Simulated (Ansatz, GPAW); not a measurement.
CuF: PBE in single-zeta orbitals, run from Python

These are simulated results from GPAW 26.7.0, not measurements. The cell was built from a prototype and was relaxed with r2SCAN in plane waves (Ansatz 0.2.0). Not every such cell is a known phase. All runs are without spin polarisation.

It is cubic, Pm-3m (No. 221); conventional cell a = 2.738 Å, 10.27 Å³ an atom. Cu is surrounded by 8 F at 2.37 Å; F is surrounded by 8 Cu at 2.37 Å.

The basis is minimal: single zeta, one radial function for each shell that the log's basis lists. It describes the filled bands fairly and the empty ones poorly.

Input script:

```python
import json
from ase import Atoms
from gpaw import GPAW, PW, FermiDirac

atoms = Atoms(['Cu', 'F'],
              cell=[[2.73846163, 0.0, 0.0], [0.0, 2.73846163, 0.0], [0.0, 0.0, 2.73846163]],
              scaled_positions=[[0.0, 0.0, 0.0], [0.5, 0.5, 0.5]],
              pbc=True)
calc = GPAW(mode='lcao', basis='sz(dzp)', h=0.2, xc='PBE', kpts={'size': (6, 6, 6), 'gamma': True},
            occupations=FermiDirac(0.02), maxiter=100, legacy_gpaw=True, txt='gpaw.txt')
atoms.calc = calc
res = {'energy': atoms.get_potential_energy(force_consistent=True)}
res['electrons'] = calc.get_number_of_electrons()
res['k'] = calc.get_ibz_k_points().tolist()
res['levels'] = [calc.get_eigenvalues(kpt=i).tolist() for i in range(len(res['k']))]
points = [[0.0, 0.0, 0.0], [0.0, 0.5, 0.0], [0.5, 0.5, 0.0], [0.5, 0.5, 0.5]]
bands = calc.fixed_density(kpts=points, symmetry='off', txt='bands.txt')
res['points'] = [bands.get_eigenvalues(kpt=i).tolist() for i in range(len(points))]
json.dump(res, open('results.json', 'w'))
print('free energy (eV):', round(res['energy'], 5))
```

Command: `python run.py`. It took 3.4 s on 1 thread of Arm Neoverse V1, with other jobs on the host, peak memory 0.12 GiB.

The log gpaw.txt, trimmed of paths, versions and times, then the last line on the terminal. An iter line gives the energy in eV and the logarithms of the changes of orbitals (plane waves alone) and density (c: converged):

```
___ ___ ___ _ _ _
 |   |   |_  | | | |

 | | | | | . | | | |

 |__ |  _|___|_____|  26.7.0
 |___|_|

Input parameters:
  basis: sz(dzp)
  h: 0.2
  kpts: {gamma: True,
         size: (6, 6, 6)}
  maxiter: 100
  mode: lcao
  occupations: {fixmagmom: False,
                name: fermi-dirac,
                width: 0.02}
  xc: PBE

System changes: positions, numbers, cell, pbc, initial_charges, initial_magmoms

Initialize ...

species:
  Cu:
    name:    Copper
    Z:       29.0
    valence: 11
    core:    18
    charge:  0.0  # [|e|]
    compensation charges:
      type: gauss
      rc: 0.33  # [Å]
      lmax: 2
    cutoffs:
      filter: 2.06  # [Å]
      core: 2.43  # [Å]
    projectors
    | kind |    occ | energy [eV] | rcut [Å] |

    |------|--------|-------------|----------|

    |   4s |  1.000 |      -4.609 |    1.164 |

    |   4p |  0.000 |      -0.698 |    1.164 |

    |   3d | 10.000 |      -5.039 |    1.058 |

    |    s |        |      22.603 |    1.164 |

    |    p |        |      26.513 |    1.164 |

    |    d |        |      22.172 |    1.058 |

    LCAO basis set for Cu:
      Name: sz(dzp)
      Number of radial functions: 2
      Number of spherical harmonics: 6
        l=0, rc=8.9688 Bohr: 4s-sz confined orbital
        l=2, rc=5.1719 Bohr: 3d-sz confined orbital
      Number of RI-basis functions 0

  F:
    name:    Fluorine
    Z:       9.0
    valence: 7
    core:    2
    charge:  0.0  # [|e|]
    compensation charges:
      type: gauss
      rc: 0.20  # [Å]
      lmax: 2
    cutoffs:
      filter: 1.14  # [Å]
      core: 0.74  # [Å]
    projectors
    | kind |    occ | energy [eV] | rcut [Å] |

    |------|--------|-------------|----------|

    |   2s |  2.000 |     -29.898 |    0.635 |

    |   2p |  5.000 |     -11.110 |    0.635 |

    |    s |        |      -2.687 |    0.635 |

    |    p |        |      16.102 |    0.635 |

    |    d |        |       0.000 |    0.635 |

    LCAO basis set for F:
      Name: sz(dzp)
      Number of radial functions: 2
      Number of spherical harmonics: 4
        l=0, rc=3.8594 Bohr: 2s-sz confined orbital
        l=1, rc=4.8750 Bohr: 2p-sz confined orbital
      Number of RI-basis functions 0

Reference energy: -47735.532626  # eV

Spin-paired calculation

Convergence criteria:
 Maximum [total energy] change in last 3 cyles: 0.0005 eV / valence electron
 Maximum integral of absolute [dens]ity change: 0.0001 electrons / valence electron
 Maximum integral of absolute [eigenst]ate change: 4e-08 eV^2 / valence electron
 Maximum number of scf [iter]ations: 100
 (Square brackets indicate name in SCF output, whereas a 'c' in
 the SCF output indicates the quantity has converged.)

Symmetries present (total): 48

  ( 1  0  0)  ( 1  0  0)  ( 1  0  0)  ( 1  0  0)  ( 1  0  0)  ( 1  0  0)
  ( 0  1  0)  ( 0  1  0)  ( 0  0  1)  ( 0  0  1)  ( 0  0 -1)  ( 0  0 -1)
  ( 0  0  1)  ( 0  0 -1)  ( 0  1  0)  ( 0 -1  0)  ( 0  1  0)  ( 0 -1  0)

  ( 1  0  0)  ( 1  0  0)  ( 0  1  0)  ( 0  1  0)  ( 0  1  0)  ( 0  1  0)
  ( 0 -1  0)  ( 0 -1  0)  ( 1  0  0)  ( 1  0  0)  ( 0  0  1)  ( 0  0  1)
  ( 0  0  1)  ( 0  0 -1)  ( 0  0  1)  ( 0  0 -1)  ( 1  0  0)  (-1  0  0)

  ( 0  1  0)  ( 0  1  0)  ( 0  1  0)  ( 0  1  0)  ( 0  0  1)  ( 0  0  1)
  ( 0  0 -1)  ( 0  0 -1)  (-1  0  0)  (-1  0  0)  ( 1  0  0)  ( 1  0  0)
  ( 1  0  0)  (-1  0  0)  ( 0  0  1)  ( 0  0 -1)  ( 0  1  0)  ( 0 -1  0)

  ( 0  0  1)  ( 0  0  1)  ( 0  0  1)  ( 0  0  1)  ( 0  0  1)  ( 0  0  1)
  ( 0  1  0)  ( 0  1  0)  ( 0 -1  0)  ( 0 -1  0)  (-1  0  0)  (-1  0  0)
  ( 1  0  0)  (-1  0  0)  ( 1  0  0)  (-1  0  0)  ( 0  1  0)  ( 0 -1  0)

  ( 0  0 -1)  ( 0  0 -1)  ( 0  0 -1)  ( 0  0 -1)  ( 0  0 -1)  ( 0  0 -1)
  ( 1  0  0)  ( 1  0  0)  ( 0  1  0)  ( 0  1  0)  ( 0 -1  0)  ( 0 -1  0)
  ( 0  1  0)  ( 0 -1  0)  ( 1  0  0)  (-1  0  0)  ( 1  0  0)  (-1  0  0)

  ( 0  0 -1)  ( 0  0 -1)  ( 0 -1  0)  ( 0 -1  0)  ( 0 -1  0)  ( 0 -1  0)
  (-1  0  0)  (-1  0  0)  ( 1  0  0)  ( 1  0  0)  ( 0  0  1)  ( 0  0  1)
  ( 0  1  0)  ( 0 -1  0)  ( 0  0  1)  ( 0  0 -1)  ( 1  0  0)  (-1  0  0)

  ( 0 -1  0)  ( 0 -1  0)  ( 0 -1  0)  ( 0 -1  0)  (-1  0  0)  (-1  0  0)
  ( 0  0 -1)  ( 0  0 -1)  (-1  0  0)  (-1  0  0)  ( 0  1  0)  ( 0  1  0)
  ( 1  0  0)  (-1  0  0)  ( 0  0  1)  ( 0  0 -1)  ( 0  0  1)  ( 0  0 -1)

  (-1  0  0)  (-1  0  0)  (-1  0  0)  (-1  0  0)  (-1  0  0)  (-1  0  0)
  ( 0  0  1)  ( 0  0  1)  ( 0  0 -1)  ( 0  0 -1)  ( 0 -1  0)  ( 0 -1  0)
  ( 0  1  0)  ( 0 -1  0)  ( 0  1  0)  ( 0 -1  0)  ( 0  0  1)  ( 0  0 -1)

216 k-points: 6 x 6 x 6 Monkhorst-Pack grid + [1/12,1/12,1/12]
20 k-points in the irreducible part of the Brillouin zone
       k-points in crystal coordinates                weights
   0:     0.00000000    0.00000000    0.00000000          1/216
   1:     0.16666667    0.00000000    0.00000000          6/216
   2:     0.16666667    0.16666667    0.00000000         12/216
   3:     0.16666667    0.16666667    0.16666667          8/216
   4:     0.33333333    0.00000000    0.00000000          6/216
   5:     0.33333333    0.16666667    0.00000000         24/216
   6:     0.33333333    0.16666667    0.16666667         24/216
   7:     0.33333333    0.33333333    0.00000000         12/216
   8:     0.33333333    0.33333333    0.16666667         24/216
   9:     0.33333333    0.33333333    0.33333333          8/216
          ...
  19:     0.50000000    0.50000000    0.50000000          1/216

Wave functions: LCAO
  Diagonalizer: Serial LAPACK
  Atomic Correction: dense with blas
  Data-type: complex

Occupation numbers: Fermi-Dirac:
  width: 0.0200  # eV

Eigensolver
   LCAO using direct dense diagonalizer

Densities:
  Coarse grid: 12*12*12 grid
  Fine grid: 24*24*24 grid
  Total Charge: 0.000000

Density mixing:
  Method: separate
  Backend: msr1
  Linear mixing parameter: 0.05
  old densities: 10
  Width of damping distribution: 1.1
  Damping of long wavelength oscillations: 20

Hamiltonian:
  XC and Coulomb potentials evaluated on a 24*24*24 grid
  Using the PBE Exchange-Correlation functional
  Interpolation: tri-quintic (5. degree polynomial)
  Poisson solver: FastPoissonSolver using
    Stencil: 6*3+1=19 point O(h^6) finite-difference Laplacian
    FFT axes: [np.int64(0), np.int64(1), np.int64(2)]
    FST axes: []

XC parameters: PBE with 2 nearest neighbor stencil

Memory estimate:
  Process memory now: 111.06 MiB
  Calculator: 4.75 MiB
    Density: 3.49 MiB
      Arrays: 0.34 MiB
      Localized functions: 2.88 MiB
      Mixer: 0.26 MiB
    Hamiltonian: 0.44 MiB
      Arrays: 0.22 MiB
      XC: 0.00 MiB
      Poisson: 0.00 MiB
      vbar: 0.22 MiB
    Wavefunctions: 0.82 MiB
      C [qnM]: 0.03 MiB
      S, T [2 x qmm]: 0.06 MiB
      P [aqMi]: 0.01 MiB
      BasisFunctions: 0.72 MiB
      Eigensolver: 0.00 MiB

Total number of cores used: 1

Number of atoms: 2
Number of atomic orbitals: 10
Number of bands in calculation: 10
Number of valence electrons: 18
Bands to converge: occupied

... initialized

Initializing position-dependent things.

Density initialized from atomic densities
   .------.
  /|      |

 * |      |

 | .-F----.
 |/      /
 Cu-----*
Positions:
   0 Cu     0.000000    0.000000    0.000000    ( 0.0000,  0.0000,  0.0000)
   1 F      1.369231    1.369231    1.369231    ( 0.0000,  0.0000,  0.0000)

Unit cell:
           periodic     x           y           z      points  spacing
  1. axis:    yes    2.738462    0.000000    0.000000    12     0.2282
  2. axis:    yes    0.000000    2.738462    0.000000    12     0.2282
  3. axis:    yes    0.000000    0.000000    2.738462    12     0.2282

  Lengths:   2.738462   2.738462   2.738462
  Angles:   90.000000  90.000000  90.000000

Effective grid spacing dv^(1/3) = 0.2282

iter:   1    -4.776702        c
iter:   2    -4.591904        c -1.39
iter:   3    -4.003460        c -1.42
iter:   4    -3.944765        c -1.97
iter:   5    -3.944788        c -2.52
iter:   6    -3.944584c       c -2.81
iter:   7    -3.943702c       c -3.02
iter:   8    -3.943692c       c -3.91
iter:   9    -3.943691c       c -4.30c

Converged after 9 iterations.

Energy contributions relative to reference atoms: (reference = -47735.532626)

Kinetic:        +77.799722
Potential:      -67.116573
External:        +0.000000
XC:             -15.330024
Entropy (-ST):   -0.001633
Local:           +0.704000
SIC:             +0.000000
--------------------------
Free energy:     -3.944508
Extrapolated:    -3.943691

Showing only first 2 kpts
 Kpt  Band  Eigenvalues  Occupancy
  0     7      6.64539    2.00000
  0     8      6.64539    2.00000
  0     9      6.64539    2.00000

  1     7      6.68852    2.00000
  1     8      6.78304    2.00000
  1     9      6.78304    2.00000

Fermi level: 7.34262

No gap
No difference between direct/indirect transitions

free energy (eV): -3.94451
```

The gap in the log is over the mesh alone; results.json adds the listed points. PBE in single-zeta orbitals gives no gap (an overlap of 0.75 eV at the points read). On the same cell, plane-wave PBE (Ansatz, 10×10×10 k points and the special points) gives no gap (an overlap of 0.37 eV at the points read) and r2SCAN no gap (an overlap of 0.41 eV at the points read); on shared hosts these took about 1.7 and 3.7 core-seconds on the 2-atom cell, against 3.4 for the script.
